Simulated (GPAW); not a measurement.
CsLi2:

```
Cs Li
1.0
     3.96633    0.00000    0.00000
    -1.98317    3.43495    0.00000
     0.00000    0.00000   10.02838
Cs Li
1 2
Direct
  0.00000 0.00000 0.00000
  0.33333 0.66667 0.34863
  0.33333 0.66667 0.65137
```

The cell was built by a generator and needn't be a form met in nature.

```yaml
Program: GPAW 26.7.0
Task: relaxation of cell and atoms
Functional: revPBE
Potentials_or_basis: the program's PAW data sets (release 1.2.1) made for this functional
Cutoff: 800 eV
Basis: pw
k_mesh: 8 × 8 × 3
Occupations: fermi-dirac, width 0.05 eV
Spin: no spin polarisation
```

At the start: pressure 0.3 GPa; volume 45.54 Å³/atom.

Question: Where does the relaxation end?

Answer: Over 3 steps the energy falls by 5.0 meV/atom and the volume is 49.53 Å³/atom (+8.8 %); space group P-6m2 (No. 187, to 0.05 Å).

The path:
```
step  energy change (eV)  largest force (eV/Å)  pressure (GPa)  volume (Å³)
   1              0.0000                0.0169            0.32       136.63
   2             -0.0004                0.0165            0.32       136.81
   3             -0.0151                0.0086            0.02       148.59
```

Final structure:
```cif
data_structure
_symmetry_space_group_name_H-M 'P 1'
_symmetry_Int_Tables_number 1
_cell_length_a 4.1114
_cell_length_b 4.1114
_cell_length_c 10.1501
_cell_angle_alpha 90.000
_cell_angle_beta 90.000
_cell_angle_gamma 120.000
_cell_volume 148.59
loop_
_atom_site_label
_atom_site_type_symbol
_atom_site_fract_x
_atom_site_fract_y
_atom_site_fract_z
_atom_site_occupancy
Cs1 Cs 0.00000 0.00000 0.00000 1
Li1 Li 0.33333 0.66667 0.35016 1
Li2 Li 0.33333 0.66667 0.64984 1
```

Caveat: later steps reuse the first step's grids.
